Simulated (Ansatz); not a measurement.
# LiBi2I2O2: the cost of one run

Computed with Ansatz 0.2.0 (DFT PBE, scalar-relativistic, plane waves, PAW, unless a step's input says otherwise).

1 further run of the same task is left out (set aside as unsound or not needed).

## (1) The system as given

The structure is tetragonal, space group P4mm (No. 99). Conventional cell: a = 4.189 Å, b = 4.189 Å, c = 10.171 Å, α = 90.00°, β = 90.00°, γ = 90.00°. Li (site symmetry 4mm) is surrounded by 5 I at 2.75 to 3.08 Å. Bi (site symmetry 4mm) has 4 O at 2.34 Å as nearest neighbours. Around Bi (site symmetry 4mm) lie 4 O at 2.40 Å. I (site symmetry 4mm) is surrounded by 4 Li at 3.08 Å. I (site symmetry 4mm) is surrounded by 1 Li at 2.75 Å. O (site symmetry 2mm) is surrounded by 4 Bi at 2.34 to 2.40 Å.

Structure file:

```cif
data_structure
_symmetry_space_group_name_H-M 'P4mm'
_symmetry_Int_Tables_number 99
_cell_length_a 4.1894
_cell_length_b 4.1894
_cell_length_c 10.1708
_cell_angle_alpha 90.000
_cell_angle_beta 90.000
_cell_angle_gamma 90.000
_cell_volume 178.51
loop_
_atom_site_label
_atom_site_type_symbol
_atom_site_symmetry_multiplicity
_atom_site_Wyckoff_symbol
_atom_site_fract_x
_atom_site_fract_y
_atom_site_fract_z
_atom_site_occupancy
Li1 Li 1 b 0.50000 0.50000 0.57985 1
Bi1 Bi 1 b 0.50000 0.50000 0.90460 1
Bi2 Bi 1 a 0.00000 0.00000 0.12288 1
I1 I 1 a 0.00000 0.00000 0.66178 1
I2 I 1 b 0.50000 0.50000 0.30993 1
O1 O 2 c 0.50000 0.00000 0.00736 1
```

The structure comes from the Materials Project (structure only).

## (2) A distortion that keeps the symmetry

What differs from the listed cell: strain xx, yy, zz, yz, xz, xy = -4.2, -4.2, -2.7, +0.0, +0.0, +0.0 %; atoms moved by 0.06 Å root mean square, at most 0.12 Å.

Contents of input.yaml:

```yaml
crystal:
  lattice:
    - [4.0139495805, 0.0, 0.0]
    - [0.0, 4.0139495805, 0.0]
    - [0.0, 0.0, 9.897555368]
  atoms:
    - { symbol: Li, position: [0.5, 0.5, 0.5682102923] }
    - { symbol: Bi, position: [0.5, 0.5, 0.9011638018] }
    - { symbol: Bi, position: [0.0, 0.0, 0.1234646598] }
    - { symbol: I, position: [0.0, 0.0, 0.6630855138] }
    - { symbol: I, position: [0.5, 0.5, 0.3192470902] }
    - { symbol: O, position: [0.5, 0.0, 0.009289321] }
    - { symbol: O, position: [0.0, 0.5, 0.009289321] }
basis:
  ecutwfc: 420
kpoints:
  mp_grid: { grid: [8, 8, 4] }
hamiltonian:
  xc: pbe
scf:
  occupations: { method: gaussian, width: 0.1 }
output:
  forces: true
  stress: true
  eigenvalues: true
  populations: true
  write_density: true
  write_potential: true
  elf: true
  volumetric_format: npy
```

Started as:

```sh
> ansatz run input.yaml --threads 1 --pin off --max-ram 2560MiB --backend cpu --events-out ev --progress --plain --runs-dir out
```

What time and memory should one allow on 1 thread of Intel Xeon at 2.50GHz (Skylake/Cascade Lake), shared host?

About 85 s, with a peak of 0.55 GiB.
